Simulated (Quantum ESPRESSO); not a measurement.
## GaF: zone-centre phonons under several settings

```
Ga F
1.0
     3.16592    0.00000    0.00000
     0.00000    3.16592    0.00000
     0.00000    0.00000    3.16592
Ga F
1 1
Direct
  0.00000 0.00000 0.00000
  0.50000 0.50000 0.50000
```

The cell was built by a generator and needn't be a form met in nature.

All runs used Quantum ESPRESSO 7.5; potentials PseudoDojo 0.4.1 SR LDA standard; k mesh 6 × 6 × 6, shifted; no spin polarisation; cutoff 1143 eV; occupations smeared at first, fixed for the response.

```tsv
level	geometry	volume (Å³/atom)	pressure (GPa)	lowest optical mode without the field (cm⁻¹)	sum of the Born charges (e)
LDA	relaxed at -3 GPa	14.57	-3.0	144i	0.10
LDA	relaxed at 0 GPa	13.85	0.0	136i	0.12
LDA	relaxed at 3 GPa	?	3.0	?	?
LDA	relaxed at 8 GPa	12.58	8.0	116i	0.15
LDA	relaxed at 15 GPa	11.85	15.0	99i	0.17
```

Q: What stands in the row left open?

A: Volume 13.29 Å³/atom; lowest optical mode without the field 129i cm⁻¹; sum of the Born charges 0.13 e.

Values marked i are imaginary: the cell is unstable against those modes at that level, or the meshes are too thin.

Caveats: some modes are imaginary; the cell is more than 3 GPa from zero pressure, which shifts response properties (some runs); the volume moved by over 15 % at a fixed basis, so the end points are rough (some runs).

For the row left open. Caveat: the mesh is thin for the dielectric tensor, Born charges and intensities, which usually come out too large; some modes are imaginary; the volume moved by over 15 % at a fixed basis, so the end points are rough; the Born charges break their sum rule by 0.13 e, a sign of too thin a mesh.
